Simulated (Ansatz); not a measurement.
# In2Au: the cost of one run

Program: the Python package of Ansatz 0.2.0. Level of theory: DFT LDA, plane waves, PAW. These are calculated values, not measurements.

## (1) The structure

The structure is cubic, space group Fm-3m (No. 225). Conventional cell: a = 6.502 Å, b = 6.502 Å, c = 6.502 Å, α = 90.00°, β = 90.00°, γ = 90.00°. In (site symmetry -43m) is surrounded by 4 Au at 2.82 Å. Au (site symmetry m-3m) is surrounded by 8 In at 2.82 Å.

No structure file is read: the coordinates are typed or built in the script.

## (2) Script

Input file run_smear.py:

```python
'''Smearing width test for In2Au.'''

import warnings

import ansatz as az
import matplotlib.pyplot as plt

warnings.simplefilter('ignore', az.DeckWarning)

lattice = az.Lattice.of(
    (0.0, 3.251, 3.251),
    (3.251, 0.0, 3.251),
    (3.251, 3.251, 0.0),
)
sites = [
    ('In', (0.25, 0.25, 0.25)),
    ('In', (0.75, 0.75, 0.75)),
    ('Au', (0.0, 0.0, 0.0)),
]
in2au = az.Crystal(lattice=lattice)
for symbol, position in sites:
    in2au = in2au.atom(symbol, position)

calc = (
    in2au.calculation()
    .functional('lda')
    .pseudopotentials('paw')
    .kpoints(mesh=(8, 8, 8))
)

rows = []
for value in [0.5, 0.3, 0.2, 0.1]:
    rep = calc.occupations('cold', width=value).run(threads=1).report
    rows.append((value, rep['free_energy_ev'] / len(rep['lattice']['sites']), rep['n_iterations'], rep['n_kpoints']))

print('  width (eV)   F/atom (eV)    iterations      k-points')
for row in rows:
    print(f'{str(row[0]):>12s}  {row[1]:12.5f}  {row[2]:12d}  {row[3]:12d}')

# differences from the last row
for row in rows[:-1]:
    shift = 1000 * (row[1] - rows[-1][1])
    print(f'{row[0]}: {shift:+.2f} meV/atom' + ('  (within 5 meV)' if abs(shift) < 5 else ''))
plt.figure(figsize=(4.5, 3))
plt.plot([str(row[0]) for row in rows], [1000 * (row[1] - rows[-1][1]) for row in rows], 'o-')
plt.xlabel('width (eV)')
plt.ylabel('F - F(last) (meV/atom)')
plt.tight_layout()
plt.savefig('smear.png', dpi=100)
```

## (3) The calls as engine input

The package turns the script's settings into the engine's input (first run):

```yaml
crystal:
  lattice:
    - [0.0, 3.251, 3.251]
    - [3.251, 0.0, 3.251]
    - [3.251, 3.251, 0.0]
  atoms:
    - { symbol: In, position: [0.25, 0.25, 0.25] }
    - { symbol: In, position: [0.75, 0.75, 0.75] }
    - { symbol: Au, position: [0.0, 0.0, 0.0] }
kpoints:
  mp_grid:
    grid: [8, 8, 8]
hamiltonian:
  xc: lda
  pseudopotentials:
    kind: paw
scf:
  occupations:
    method: cold
    width: 0.5
```

## (4) Running it

Run with:

```bash
python run_smear.py
```

Q: Estimate wall time and peak memory on 1 thread of Arm Neoverse V2, shared host.

About 11 s, with a peak of 0.45 GiB.
